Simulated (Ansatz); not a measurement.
# Co4Ge (R-3m) in Ansatz: a series of runs, part 2 of 2

Ansatz 0.2.0. Earlier steps stand in the parts before.

## Step 3: Band structure, PBE, collinear spin, ferromagnetic start

input.yaml reads:

```yaml
crystal:
  lattice:
    - [1.3124950637, 0.7577693783, 9.8626483117]
    - [-1.3124950637, 0.7577693783, 9.8626483117]
    - [0.0, -1.5155387567, 9.8626483117]
  atoms:
    - { symbol: Ge, position: [0.0, 0.0, 0.0] }
    - { symbol: Co, position: [0.59884, 0.59884, 0.59884], spin: 2.0 }
    - { symbol: Co, position: [0.20032, 0.20032, 0.20032], spin: 2.0 }
    - { symbol: Co, position: [0.79968, 0.79968, 0.79968], spin: 2.0 }
    - { symbol: Co, position: [0.40116, 0.40116, 0.40116], spin: 2.0 }
hamiltonian:
  xc: pbe
  pseudopotentials: { kind: paw }
magnetization:
  spin_polarized: true
kpoints:
  mp_grid: { grid: [12, 12, 12] }
  band_path:
    path:
      - [[0.0, 0.0, 0.0], [0.5, 0.0, 0.0], [0.5, 0.1706021289, -0.1706021289]]
      - [[0.8293978711, 0.5, 0.1706021289], [0.5, 0.5, 0.5], [0.0, 0.0, 0.0], [0.3353010645, 0.0, -0.3353010645]]
      - [[0.6646989355, 0.3353010645, 0.0], [0.5, 0.5, 0.0], [0.6646989355, 0.6646989355, 0.1706021289], [0.5, 0.5, 0.5]]
      - [[0.5, 0.0, 0.0], [0.8293978711, 0.3353010645, 0.3353010645]]
    npoints: 14
scf:
  occupations: { method: fermi_dirac, width: 0.05 }
  n_extra_bands: 12
output:
  forces: true
  stress: true
  eigenvalues: true
  fatbands: false
```

Potentials or basis: Ansatz PAW.

On the command line:

```sh
ansatz run input.yaml --threads 2 --pin off --max-ram 5632MiB --backend cpu --events-out ev --progress --plain --runs-dir out
```

Log:

```text
Warning: the band count 53 (scf.n_extra_bands) hosts the net moment |M| = 8.0000 μB (N_el = 82) but caps the reachable moment at 2·n_bands − N_el = 24.0000 μB, below the 54 bands that the automatic rule leaves for it — a moment growing past the seed, or the majority channel's smearing tail, pins there with fewer empty majority states than that count leaves; raise or omit scf.n_extra_bands unless the cap is intended
Warning: RAYON_NUM_THREADS=2 ignored (pool sized by the plan → 2); use --threads N
[... 90 lines left out ...]
  k-point 2 ↑: bands = ["-78.5857", "-78.5640", "-78.1232", "-78.1232", "-41.8745", "-41.8263", "-41.7952", "-41.7922", "-41.7665", "-41.7442", "-41.3876", "-41.3871", "-41.3622", "-41.3622", "-41.3416", "-41.3385", "-7.5061", "-7.4173", "-7.3571", "-7.2665", "-7.2334", "4.1051", "10.1591", "10.4541", "12.8755", "13.2256", "14.0512", "14.4284", "14.5673", "14.6583", "14.9364", "14.9784", "15.1061", "15.1884", "15.2593", "15.3644", "15.5001", "15.5096", "15.6770", "15.8585", "16.0749", "16.1440", "16.3998", "16.7761", "17.3631", "17.9863", "23.6500", "24.3842", "25.9161", "27.4231", "30.9961", "31.5477", "32.5669"]
  k-point 188 ↓: bands = ["-76.5217", "-76.5210", "-76.4235", "-76.3978", "-39.9568", "-39.9329", "-39.7532", "-39.7257", "-39.7257", "-39.7248", "-39.7248", "-39.6405", "-39.6405", "-39.6262", "-39.6144", "-39.6144", "-7.4842", "-7.4842", "-7.4209", "-7.2345", "-7.2345", "3.2589", "8.8849", "10.8390", "11.2739", "13.7367", "14.8876", "16.3698", "16.3698", "16.4759", "16.4759", "16.5768", "16.6334", "16.6334", "16.6812", "16.6812", "16.8203", "17.1701", "17.5281", "17.5281", "17.7467", "17.7467", "17.9284", "17.9284", "18.4814", "18.4814", "22.0126", "29.1242", "29.4877", "29.8642", "29.8642", "34.3116", "34.3116"]
```

bands.tsv:

```text
[... 154 lines left out ...]
```

Run time: 92 s. Hardware: 2 threads of Arm Neoverse V2, shared host; peak memory 1 GiB.

Results:

```yaml
Free_energy: -24798.9077 eV
Pressure: -0.1 GPa
Largest_force: 0.083 eV/Å
Band_gap_on_the_k_mesh: none (metal or under the smearing width)
Net_moment: 5.91 μB per cell
Absolute_moment: 6.62 μB per cell
Site_moments: Ge -0.03; Co +1.33, +1.79 μB
```

Forces on the atoms (eV/Å):
```
Ge   0.000  0.000  0.000
Co   0.000  0.000  0.048
Co   0.000  0.000 -0.083
Co   0.000  0.000  0.083
Co   0.000  0.000 -0.048
```

Stress tensor (GPa, compression positive):
```
-0.42  0.00  0.00
 0.00 -0.42  0.00
 0.00  0.00  0.64
```

Levels at the corners of the path, in eV from the Fermi level:
Spin up:
```tsv
point	band 40	band 41	band 42	band 43	band 44	band 45	band 46	band 47	band 48	band 49
Γ	-1.63	-1.63	-1.38	-1.21	-1.21	-0.89	-0.89	5.16	7.91	12.26
L	-1.10	-0.91	-0.75	-0.71	0.11	1.39	1.54	2.44	5.36	5.83
B1	-1.06	-1.02	-0.51	-0.42	-0.38	2.70	3.91	4.45	4.50	4.70
B	-1.06	-1.02	-0.51	-0.42	-0.38	2.70	3.91	4.45	4.50	4.70
Z	-1.64	-1.64	-1.23	-1.23	-0.88	-0.88	-0.67	3.77	11.08	11.48
Γ	-1.63	-1.63	-1.38	-1.21	-1.21	-0.89	-0.89	5.16	7.91	12.26
X	-1.07	-1.01	-0.51	-0.42	-0.39	2.71	3.92	4.43	4.47	4.69
Q	-1.07	-1.01	-0.51	-0.42	-0.39	2.71	3.92	4.43	4.47	4.69
F	-0.75	-0.72	-0.69	-0.69	0.27	0.37	2.07	2.28	4.89	5.59
P1	-0.88	-0.75	-0.70	-0.59	0.03	0.76	1.86	2.41	4.92	5.68
Z	-1.64	-1.64	-1.23	-1.23	-0.88	-0.88	-0.67	3.77	11.08	11.48
L	-1.10	-0.91	-0.75	-0.71	0.11	1.39	1.54	2.44	5.36	5.83
P	-0.88	-0.75	-0.70	-0.59	0.03	0.76	1.86	2.41	4.92	5.68
```
Spin down:
```tsv
point	band 33	band 34	band 35	band 36	band 37	band 38	band 39	band 40	band 41	band 42
Γ	-0.98	-0.98	-0.96	-0.96	-0.92	-0.63	-0.09	-0.09	0.13	0.13
L	-0.97	-0.87	-0.87	-0.50	0.05	0.16	0.71	0.78	0.84	0.91
B1	-1.62	-1.60	-0.93	-0.89	-0.14	0.16	0.21	0.62	0.73	0.88
B	-1.62	-1.60	-0.93	-0.89	-0.14	0.16	0.21	0.62	0.73	0.88
Z	-0.99	-0.99	-0.94	-0.94	-0.80	-0.45	-0.09	-0.09	0.13	0.13
Γ	-0.98	-0.98	-0.96	-0.96	-0.92	-0.63	-0.09	-0.09	0.13	0.13
X	-1.62	-1.60	-0.94	-0.88	-0.14	0.15	0.21	0.61	0.79	0.80
Q	-1.62	-1.60	-0.94	-0.88	-0.14	0.15	0.21	0.61	0.79	0.80
F	-1.10	-0.83	-0.82	-0.10	0.40	0.40	0.75	0.78	0.87	0.91
P1	-1.08	-0.87	-0.82	-0.06	0.01	0.56	0.74	0.78	0.86	0.91
Z	-0.99	-0.99	-0.94	-0.94	-0.80	-0.45	-0.09	-0.09	0.13	0.13
L	-0.97	-0.87	-0.87	-0.50	0.05	0.16	0.71	0.78	0.84	0.91
P	-1.08	-0.87	-0.82	-0.06	0.01	0.56	0.74	0.78	0.86	0.91
```

## Step 4: Band structure, PBEsol, collinear spin, ferromagnetic start

Changes to input.yaml since step 3:

```diff
@@ -12,3 +12,3 @@
 hamiltonian:
-  xc: pbe
+  xc: pbesol
   pseudopotentials: { kind: paw }
```

On the command line:

```sh
ansatz run input.yaml --threads 2 --pin off --max-ram 5632MiB --backend cpu --events-out ev --progress --plain --runs-dir out
```

Run time: 88 s. Hardware: 2 threads of Arm Neoverse V2, shared host; peak memory 1 GiB.

Results (log left out):

```yaml
Free_energy: -24624.8111 eV
Pressure: -8.6 GPa
Largest_force: 0.053 eV/Å
Band_gap_on_the_k_mesh: none (metal or under the smearing width)
Net_moment: 5.90 μB per cell
Absolute_moment: 6.55 μB per cell
Site_moments: Ge -0.03; Co +1.32, +1.78 μB
```

Forces in eV/Å, atoms in the order of the input:
```
Ge   0.000  0.000  0.000
Co   0.000  0.000  0.004
Co   0.000  0.000 -0.053
Co   0.000  0.000  0.053
Co   0.000  0.000 -0.004
```

Stress tensor (GPa, compression positive):
```
-8.75  0.00  0.00
 0.00 -8.75  0.00
 0.00  0.00 -8.40
```

Levels at the corners of the path, in eV from the Fermi level:
Spin up:
```csv
point,band 41,band 42,band 43,band 44,band 45,band 46,band 47,band 48
Γ,-1.61,-1.39,-1.19,-1.19,-0.86,-0.86,5.14,7.90
L,-0.88,-0.72,-0.68,0.12,1.38,1.53,2.42,5.35
B1,-1.00,-0.49,-0.40,-0.36,2.70,3.90,4.43,4.48
B,-1.00,-0.49,-0.40,-0.36,2.70,3.90,4.43,4.48
Z,-1.61,-1.21,-1.21,-0.85,-0.85,-0.70,3.76,11.06
Γ,-1.61,-1.39,-1.19,-1.19,-0.86,-0.86,5.14,7.90
X,-0.99,-0.50,-0.40,-0.37,2.71,3.90,4.42,4.45
Q,-0.99,-0.50,-0.40,-0.37,2.71,3.90,4.42,4.45
F,-0.70,-0.67,-0.67,0.27,0.34,2.04,2.27,4.88
P1,-0.72,-0.67,-0.56,0.02,0.75,1.84,2.40,4.91
Z,-1.61,-1.21,-1.21,-0.85,-0.85,-0.70,3.76,11.06
L,-0.88,-0.72,-0.68,0.12,1.38,1.53,2.42,5.35
P,-0.72,-0.67,-0.56,0.02,0.75,1.84,2.40,4.91
```
Spin down:
| point | band 35 | band 36 | band 37 | band 38 | band 39 | band 40 |
| --- | --- | --- | --- | --- | --- | --- |
| Γ | -0.96 | -0.96 | -0.91 | -0.63 | -0.09 | -0.09 |
| L | -0.87 | -0.50 | 0.06 | 0.16 | 0.72 | 0.78 |
| B1 | -0.92 | -0.88 | -0.14 | 0.15 | 0.19 | 0.62 |
| B | -0.92 | -0.88 | -0.14 | 0.15 | 0.19 | 0.62 |
| Z | -0.94 | -0.94 | -0.79 | -0.44 | -0.09 | -0.09 |
| Γ | -0.96 | -0.96 | -0.91 | -0.63 | -0.09 | -0.09 |
| X | -0.93 | -0.87 | -0.14 | 0.15 | 0.19 | 0.61 |
| Q | -0.93 | -0.87 | -0.14 | 0.15 | 0.19 | 0.61 |
| F | -0.82 | -0.09 | 0.40 | 0.41 | 0.75 | 0.78 |
| P1 | -0.83 | -0.05 | 0.02 | 0.57 | 0.75 | 0.78 |
| Z | -0.94 | -0.94 | -0.79 | -0.44 | -0.09 | -0.09 |
| L | -0.87 | -0.50 | 0.06 | 0.16 | 0.72 | 0.78 |
| P | -0.83 | -0.05 | 0.02 | 0.57 | 0.75 | 0.78 |

Caveat: the PAW data sets come from PBE, with cores solved anew for the run's functional, which leaves a small shift of forces and pressure.

## Step 5: Band structure, RPBE, collinear spin, ferromagnetic start

Changes to input.yaml since step 4:

```diff
@@ -12,3 +12,3 @@
 hamiltonian:
-  xc: pbesol
+  xc: rpbe
   pseudopotentials: { kind: paw }
@@ -33 +33,5 @@
   fatbands: false
+  write_density: true
+  write_potential: true
+  elf: true
+  volumetric_format: npy
```

On the command line:

```sh
ansatz run input.yaml --threads 2 --pin off --max-ram 5632MiB --backend cpu --events-out ev --progress --plain --runs-dir out
```

Run time: 1.7 min. Hardware: 2 threads of Arm Neoverse V2, shared host; peak memory 1 GiB.

Results (log left out):

```yaml
Free_energy: -24824.1346 eV
Pressure: 4.8 GPa
Largest_force: 0.093 eV/Å
Band_gap_on_the_k_mesh: none (metal or under the smearing width)
Net_moment: 5.95 μB per cell
Absolute_moment: 6.73 μB per cell
Site_moments: Ge -0.04; Co +1.35, +1.81 μB
```

Forces in eV/Å, atoms in the order of the input:
```
Ge   0.000  0.000  0.000
Co   0.000  0.000  0.085
Co   0.000  0.000 -0.093
Co   0.000  0.000  0.093
Co   0.000  0.000 -0.085
```

Stress tensor (GPa, compression positive):
```
4.23 0.00 0.00
0.00 4.23 0.00
0.00 0.00 5.97
```

Levels at the corners of the path, in eV from the Fermi level:
Spin up:
```csv
point,band 41,band 42,band 43,band 44,band 45,band 46,band 47,band 48
Γ,-1.68,-1.39,-1.26,-1.26,-0.94,-0.94,5.15,7.91
L,-0.96,-0.79,-0.76,0.08,1.36,1.52,2.43,5.35
B1,-1.07,-0.54,-0.46,-0.42,2.67,3.90,4.43,4.48
B,-1.07,-0.54,-0.46,-0.42,2.67,3.90,4.43,4.48
Z,-1.68,-1.27,-1.27,-0.93,-0.93,-0.67,3.76,11.07
Γ,-1.68,-1.39,-1.26,-1.26,-0.94,-0.94,5.15,7.91
X,-1.06,-0.54,-0.46,-0.43,2.69,3.90,4.42,4.45
Q,-1.06,-0.54,-0.46,-0.43,2.69,3.90,4.42,4.45
F,-0.76,-0.74,-0.73,0.24,0.35,2.05,2.26,4.88
P1,-0.80,-0.75,-0.63,0.01,0.74,1.84,2.40,4.91
Z,-1.68,-1.27,-1.27,-0.93,-0.93,-0.67,3.76,11.07
L,-0.96,-0.79,-0.76,0.08,1.36,1.52,2.43,5.35
P,-0.80,-0.75,-0.63,0.01,0.74,1.84,2.40,4.91
```
Spin down:
```tsv
point	band 35	band 36	band 37	band 38	band 39	band 40
Γ	-0.96	-0.96	-0.94	-0.63	-0.08	-0.08
L	-0.87	-0.51	0.06	0.15	0.72	0.79
B1	-0.94	-0.90	-0.13	0.16	0.22	0.63
B	-0.94	-0.90	-0.13	0.16	0.22	0.63
Z	-0.93	-0.93	-0.81	-0.48	-0.08	-0.08
Γ	-0.96	-0.96	-0.94	-0.63	-0.08	-0.08
X	-0.94	-0.89	-0.12	0.16	0.22	0.62
Q	-0.94	-0.89	-0.12	0.16	0.22	0.62
F	-0.81	-0.09	0.36	0.38	0.75	0.79
P1	-0.82	-0.06	-0.01	0.53	0.75	0.79
Z	-0.93	-0.93	-0.81	-0.48	-0.08	-0.08
L	-0.87	-0.51	0.06	0.15	0.72	0.79
P	-0.82	-0.06	-0.01	0.53	0.75	0.79
```

Caveat: the PAW data sets come from PBE, with cores solved anew for the run's functional, which leaves a small shift of forces and pressure.

## Step 6: The runs side by side

```tsv
level	gap on the mesh (eV)	pressure (GPa)	moment (μB)	largest force (eV/Å)
LDA	none	-15.1	5.80	0.04
PBE	none	-0.1	5.91	0.08
PBEsol	none	-8.6	5.90	0.05
RPBE	none	4.8	5.95	0.09
```

Alike in all rows: task band structure; potentials or basis Ansatz PAW; spin collinear, ferromagnetic start; cell as given; k mesh 12 × 12 × 12; cutoff (eV) 420; smearing fermi-dirac 0.05 eV.

Every run on the cell as given and a fine mesh finds a metal. The pressure there spans -15.1 GPa (LDA) to 4.8 GPa (RPBE); a positive pressure means that this level wants a larger cell, a negative one a smaller.

Caveats: the PAW data sets come from PBE, with cores solved anew for the run's functional, which leaves a small shift of forces and pressure (some runs).

Total energies depend on the potentials used, so only differences within one code and one set of settings carry meaning.
